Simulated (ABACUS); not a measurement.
The system is Ta3AsAu2O13.

```
Ta As Au O
1.0
     5.24237    3.02668    4.14273
    -5.24237    3.02668    4.14273
     0.00000   -6.05337    4.14273
Ta As Au O
3 1 2 13
Direct
  0.23108 0.57229 0.23108
  0.23108 0.23108 0.57229
  0.57229 0.23108 0.23108
  0.55878 0.55878 0.55878
  0.96559 0.96559 0.96559
  0.75105 0.75105 0.75105
  0.40884 0.66762 0.40884
  0.40884 0.40884 0.66762
  0.66762 0.40884 0.40884
  0.49726 0.01313 0.36024
  0.36024 0.49726 0.01313
  0.01313 0.36024 0.49726
  0.36024 0.01313 0.49726
  0.01313 0.49726 0.36024
  0.49726 0.36024 0.01313
  0.10963 0.74806 0.10963
  0.10963 0.10963 0.74806
  0.74806 0.10963 0.10963
  0.30840 0.30840 0.30840
```

The cell was built by a generator and needn't be a form met in nature.

Base run:

| Quantity | Value |
| --- | --- |
| Program | ABACUS 3.10.1 |
| Functional | PBE |
| Potentials or basis | PseudoDojo NC SR 0.4.1 PBE standard |
| Cutoff | 1361 eV |
| Density cutoff | 5442 eV |
| Basis | TZDP LCAO (the cutoffs set its grid) |
| k mesh | 4 × 4 × 4 |
| Occupations | fermi-dirac, width 0.05 eV |
| Spin | no spin polarisation |

Its results: band gap on the k mesh 1.03 eV, indirect (least direct gap 1.06 eV); pressure 0.1 GPa; largest force 0.433 eV/Å.

Problem. After a change of settings the same cell gave: band gap on the k mesh 1.05 eV, indirect (least direct gap 1.08 eV); pressure 1.4 GPa; largest force 0.770 eV/Å. Which change was it?
A. potentials or basis from PseudoDojo NC SR 0.4.1 PBE standard to SPMS ONCV 1.0 PBE; k mesh from 4 × 4 × 4 to 3 × 3 × 3
B. cutoff from 1361 eV to 1143 eV; density cutoff from 5442 eV to 4572 eV; basis from TZDP LCAO (the cutoffs set its grid) to plane waves
C. basis from TZDP LCAO (the cutoffs set its grid) to DZP LCAO (the cutoffs set its grid)

Solution. C.

Caveats: the atomic orbitals were generated for these runs and aren't a published set; spin-orbit coupling is left out, which moves the levels of the heavy elements; the basis of atomic orbitals isn't converged, which shifts pressures, moduli and gaps.

Not every run made on this cell is shown here.
